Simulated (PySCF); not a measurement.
# A diatomic session: CsF

One table from this session's results is given with a row withheld; the runs are named, their logs left out.

The runs use PySCF 2.14.0; Cs def2-SVPD with ECP46, F def2-SVPD, scalar-relativistic core potentials.

The first run:

The job is set up so:

- atoms: Cs, F
- charge: 0
- basis: Cs def2-SVPD with ECP46, F def2-SVPD
- Hamiltonian: scalar-relativistic core potentials
- basis functions: 50
- electrons treated: 18
- masses in u: 132.9054, 18.9984
- levels: PBE0, PBE, r²SCAN, TPSS, PW91, MN15, HSE06, HF, MP2, SCS-MP2, CCSD, CCSD(T)
- grid: 80 radial by 434 angular points
- occupations: held fixed by the projection of orbital angular momentum
- dissociation limit: Cs + F, each in its ground configuration
- starting distance in angstrom: 2.820
- values of 2S to try: 0, 2

Started as:

```console
$ OMP_NUM_THREADS=1 python dia.py task.json out
```

Steps of the session up to this table: The job; First curve: PBE0; Other states along the same grid; PBE; r²SCAN; TPSS (meta-GGA); PW91 (GGA); MN15 (hybrid meta-GGA); HSE06; RHF (mean field); Correlated methods on the Hartree–Fock reference.

One table of the session follows, with a row left open; its other results are not shown here.

It belongs to the step «The curves together». Energy (eV) from each level's lowest point:

| R (Å) | RHF | RHF-MP2 | RHF-SCS-MP2 | RHF-CCSD | RHF-CCSD(T) |
| --- | --- | --- | --- | --- | --- |
| 2.109 | 0.761 | 0.769 | 0.784 | n/a | n/a |
| 2.207 | 0.355 | 0.365 | 0.375 | 0.357 | 0.361 |
| 2.305 | 0.125 | 0.133 | 0.140 | 0.127 | 0.130 |
| 2.378 | ? | ? | ? | ? | ? |
| 2.452 | 0.000 | 0.001 | 0.003 | 0.000 | 0.000 |
| 2.526 | 0.003 | 0.000 | 0.000 | 0.002 | 0.000 |
| 2.624 | 0.051 | 0.043 | 0.041 | 0.048 | 0.045 |
| 2.746 | 0.159 | 0.144 | 0.140 | 0.154 | 0.149 |
| 2.893 | 0.327 | 0.306 | 0.301 | 0.322 | 0.315 |
| 3.090 | 0.580 | 0.555 | 0.548 | n/a | n/a |

**Question.** Estimate the row for R (Å) = 2.378.

Worked estimate for «RHF». A straight line through the neighbours (2.305, 0.125) and (2.452, 0.000) gives 0.125 + (0.000 − 0.125) × (2.378 − 2.305) / (2.452 − 2.305) = 0.063; a parabola fitted to 4 rows on both sides gives 0.034.

**Answer.** RHF: 0.036; RHF-MP2: 0.041; RHF-SCS-MP2: 0.045; RHF-CCSD: 0.038; RHF-CCSD(T): 0.039. In «RHF» the line misses by +0.027 and the parabola by -0.002.
